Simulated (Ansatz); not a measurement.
# GaH₂+ (triplet): from Hartree-Fock to the top rungs at distance Ga1–H2 = 3.258 Å, cc-pVTZ

Aim: climb from Hartree-Fock through coupled cluster and multireference methods for GaH₂+ (triplet) at one geometry and basis, and see what each rung misses.

The runs use Ansatz 0.2.0, Gaussian basis; cc-pVTZ, core rule «outside noble gas», up to 14 orbitals frozen.

To be run: UHF; CCSD(T) on ROHF; CCSD(T) on UHF; BCCD(T) on ROHF; CISD; CCSDT(Q) on ROHF; CCSDT(Q) on UHF; CASSCF and MRCISD+Q, 4 electrons in 4 orbitals; CASSCF and NEVPT2, 4 electrons in 4 orbitals; CASSCF and MRCISD+Q, 4 electrons in 6 orbitals; CASSCF and NEVPT4(SD), 4 electrons in 6 orbitals; CASSCF and NEVPT2, 4 electrons in 6 orbitals; Full CI.

24 further runs of the same task are left out: 3 for a known fault of the program, 16 that didn't finish, 5 set aside as unsound or not needed.

### Step 1. The geometry

The geometry derives from a PBE0/def2-TZVP stationary point (not a proven minimum). One bond is set to the value named and the two fragments are kept rigid. No spin-orbit coupling is included. The filled d shell of Ga may be among the frozen orbitals whatever the setting's name suggests; the logs give the count.

3 atoms, charge 1, spin multiplicity 3.

Atoms are counted from 1 here; the program's logs count them from 0.

Bond lengths: Ga1–H3 1.768 Å.

### Step 2. UHF

Contents of in.yaml:

```yaml
crystal:
  periodic: [false, false, false]
  atoms:
    - {symbol: Ga, position_ang: [0.000000, -0.012291, -0.057162]}
    - {symbol: H, position_ang: [0.000000, 1.900789, 2.580012]}
    - {symbol: H, position_ang: [0.000000, -1.050543, 1.374064]}
basis:
  gaussian: {orbitals: cc-pVTZ}
total_charge: 1
magnetization: {spin_polarized: true, initial_magnetization: 2}
hamiltonian: {xc: hf}
output: {orbitals: {seedname: orbitals}}
```

On the command line:

```bash
$ ansatz run in.yaml --threads 1 --pin off --events-out ev --progress --plain --max-ram 2393MiB
```

Further steps of the session: CCSD(T) on ROHF; CCSD(T) on UHF; BCCD(T) on ROHF; CISD; CCSDT(Q) on ROHF; CCSDT(Q) on UHF; CASSCF and MRCISD+Q, 4 electrons in 4 orbitals; CASSCF and NEVPT2, 4 electrons in 4 orbitals; CASSCF and MRCISD+Q, 4 electrons in 6 orbitals; CASSCF and NEVPT4(SD), 4 electrons in 6 orbitals; CASSCF and NEVPT2, 4 electrons in 6 orbitals; Full CI.

Before running them: what should the planned runs give, taken together? Wanted: FCI below the RHF energy; RMP2 from FCI; UMP2 from FCI; RCCSD from FCI; RCCSD(T) from FCI; UCCSD(T) from FCI; RCCSDT(Q) from FCI; UCCSDT(Q) from FCI; NEVPT2 pair from FCI.

As calculated:

| quantity | value |
| --- | --- |
| FCI below the RHF energy | -1.5505 eV |
| RMP2 from FCI | +408.5 meV |
| UMP2 from FCI | +400.1 meV |
| RCCSD from FCI | +29.4 meV |
| RCCSD(T) from FCI | +5.2 meV |
| UCCSD(T) from FCI | -3.6 meV |
| RCCSDT(Q) from FCI | -1.5 meV |
| UCCSDT(Q) from FCI | -9.5 meV |
| NEVPT2 pair from FCI | +325.5 meV |
| MRCISD+Q pair from FCI | -5.2 meV |
| NEVPT2 valence from FCI | +126.1 meV |
| levels within 1 kcal/mol (43 meV) | CISD, RCCSD, UCCSD, RCCSD(T), UCCSD(T), BCCD(T), RCCSDT, UCCSDT, RCCSDT(Q), UCCSDT(Q), MRCISD pair, MRCISD+Q pair, NEVPT4(SD) valence, MRCISD valence, MRCISD+Q valence |
| T1 diagnostic | 0.042 |
| effectively unpaired electrons | 2.03 |

What this shows: RCCSD(T) lands +5.2 meV from the yardstick (0.3 % of the correlation energy). UCCSD(T), UCCSDT, UCCSDT(Q), MRCISD+Q pair fall below full CI: unrestricted runs freeze a spin-polarised core, another one than full CI's, and coupled cluster isn't variational. The occupations are near whole numbers, but T1 = 0.042 shows that the orbitals relax strongly. Of the multireference levels listed MRCISD+Q pair comes nearest in total energy (-5.2 meV), which doesn't show that its space is the better one. These misses are within one basis, not against nature; the frozen cores of restricted and unrestricted runs differ, which can shift their rows.
